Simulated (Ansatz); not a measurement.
What does this script print? It uses Ansatz 0.2.0, Python API.

Script `orders_li3eu.py`:
```python
# -*- coding: utf-8 -*-
"""Magnetic orders of Li3Eu compared."""

import warnings

import ansatz as az
import numpy as np

params = {
    "functional": "lda",
    "ecut": 510,
    "kspacing": 0.26,
    "scf_tol": 1e-10,
}


def count_gap(report):
    # lowest empty less highest filled band, counting bands; zero where they overlap
    return max(report.get("gap_by_band_count_ev") or 0.0, 0.0)

CELL = [
    (0.0, 7.741582, 7.741582),
    (3.870791, 0.0, 3.870791),
    (3.870791, 3.870791, 0.0),
]
ATOMS = [
    ("Li", (0.125, 0.25, 0.25)),
    ("Li", (0.375, 0.75, 0.75)),
    ("Li", (0.25, 0.5, 0.5)),
    ("Eu", (0.0, 0.0, 0.0)),
    ("Li", (0.625, 0.25, 0.25)),
    ("Li", (0.875, 0.75, 0.75)),
    ("Li", (0.75, 0.5, 0.5)),
    ("Eu", (0.5, 0.0, 0.0)),
]


def magnet(moments):
    crystal = az.Crystal(lattice=az.Lattice.of(CELL))
    for (symbol, position), moment in zip(ATOMS, moments):
        crystal = crystal.atom(symbol, position, moment=moment or None)
    return crystal

warnings.simplefilter("ignore", az.DeckWarning)

# starting moments in muB, one an atom
orders = {
    "FM": [0, 0, 0, 5.6, 0, 0, 0, 5.6],
    "AFM": [0, 0, 0, 5.6, 0, 0, 0, -5.6],
}

rows = []
for label, moments in orders.items():
    setup = (
        magnet(moments).calculation()
        .functional(params["functional"])
        .pseudopotentials("paw")
        .basis(params["ecut"])
        .kpoints(spacing=params["kspacing"])
        .occupations(az.OccupationsMethod.GAUSSIAN)
        .scf(tolerance=params["scf_tol"])
        .spin("collinear")
        .band_table()
    )
    rep = setup.run(threads=1).report
    rows.append((label, rep["free_energy_ev"], rep["magnetization_mub"], rep["absolute_magnetization_mub"], max(abs(m) for m in rep["site_moments_mub"]), count_gap(rep)))
    print(label, "site moments:", [round(m, 2) for m in rep["site_moments_mub"]])

lowest = min(row[1] for row in rows)
rows = [(row[0], 1000 * (row[1] - lowest) / 2, *row[2:]) for row in sorted(rows, key=lambda row: row[1])]
print("         order  meV/magnetic atom         net muB    absolute muB  largest site muB  gap by band count eV")
for row in rows:
    print(f"{str(row[0]):>14s}  {row[1]:17.2f}  {row[2]:14.3f}  {row[3]:14.3f}  {row[4]:16.3f}  {row[5]:20.3f}")
print("lowest of these starts:", rows[0][0])
```

Output of `python orders_li3eu.py`:
```text
FM site moments: [0.08, 0.08, 0.04, 6.96, 0.08, 0.08, 0.04, 6.96]
AFM site moments: [0.05, -0.05, 0.0, 6.97, -0.05, 0.05, 0.0, -6.97]
         order  meV/magnetic atom         net muB    absolute muB  largest site muB  gap by band count eV
            FM               0.00          15.072          15.072             6.959                 0.000
           AFM               1.58           0.000          14.990             6.965                 0.000
lowest of these starts: FM
```

In order of energy: ferromagnetic (+0.0 meV an atom, largest site moment 6.96 μB) and antiferro- or ferrimagnetic (+0.4 meV an atom, largest site moment 6.97 μB). These are the states reached from the starts typed.

Reading the output:
- Open f shells: without a Hubbard U, without spin-orbit coupling; the state reached hangs on the start and needn't be the lowest.
- A gap by band count of zero or less means overlapping bands, a metal.
- The structure comes from a database of computed cells and needn't be a stable or known phase.
- Gaps and levels are Kohn-Sham values on a finite set of k-points, without spin-orbit coupling.
- Each row is the state reached from that start at the given structure, not necessarily the lowest of its order; other orders weren't tried.
- Run time: 72 s on 1 thread of Arm Neoverse V2 (shared host), peak memory 0.78 GiB.
